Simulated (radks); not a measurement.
**Br²⁺ inside a hard spherical wall**

The task here is to estimate one member of a computed series from the others.

Method: non-relativistic Kohn-Sham, PBEsol, spin-polarised, spherical densities, point nucleus; open shells are filled with parallel spins first. Code: radks (a radial shooting solver on a logarithmic mesh, Libxc functionals) version 1.

## The atom as given

| Quantity | Value |
| --- | --- |
| element | bromine (Z = 35) |
| charge | +2 |
| electrons | 33 |
| configuration | [Ar] 3d10 4s2 4p3 |

Outer shells as boxes (Hund's rule):

Br²⁺
```
[Ar] core
3d [↑↓][↑↓][↑↓][↑↓][↑↓]
4s [↑↓]
4p [↑ ][↑ ][↑ ]
```

The first run:

Settings of this run:

```text
Z 35
configuration [Ar] 3d10 4s2 4p3 5s0 4d0 5p0
relativity non-relativistic
functional pbe_sol,pbe_sol
spin polarised
nucleus point
```

Among the steps run: The free atom; Wall at 20 bohr; Wall at 10 bohr; Wall at 6 bohr; Wall at 5 bohr; Wall at 4 bohr; Wall at 3.5 bohr; Wall at 2.5 bohr; Wall at 1.5 bohr.

One of the session's tables, all rows but one given; the rest of the session is left out.

```
R (bohr)  E − E(free) (eV)  ε(4p) (eV)  ε(4d, empty) (eV)  ε(5s, empty) (eV)
    free             0.000     -29.389            -12.364            -12.046
      20            -0.000     -29.389            -12.364            -12.046
      10             0.000     -29.389            -12.363            -12.038
       6                 ?           ?                  ?                  ?
       5             0.167     -29.210            -11.325             -7.853
       4             1.718     -28.139             -8.541              1.240
     3.5             5.322     -26.267             -4.873             12.284
     2.5            49.858     -10.626             18.841             78.889
     1.5            602.58      118.39             162.66             460.54
```

**Question.** Estimate the row for R (bohr) = 6.

Worked estimate for «E − E(free) (eV)». A straight line through the neighbours (10, 0.000) and (5, 0.167) gives 0.000 + (0.167 − 0.000) × (6 − 10) / (5 − 10) = 0.134; a parabola fitted to 4 rows on both sides gives 0.599.

As computed: E − E(free) (eV): 0.015; ε(4p) (eV): -29.368; ε(4d, empty) (eV): -12.079; ε(5s, empty) (eV): -10.702. In «E − E(free) (eV)» the line misses by +0.119 and the parabola by +0.584. Between these rows the values bend or scatter more than so simple an estimate can follow.

Shells are not refilled when levels cross, and a hard wall is a model, not a crystal.
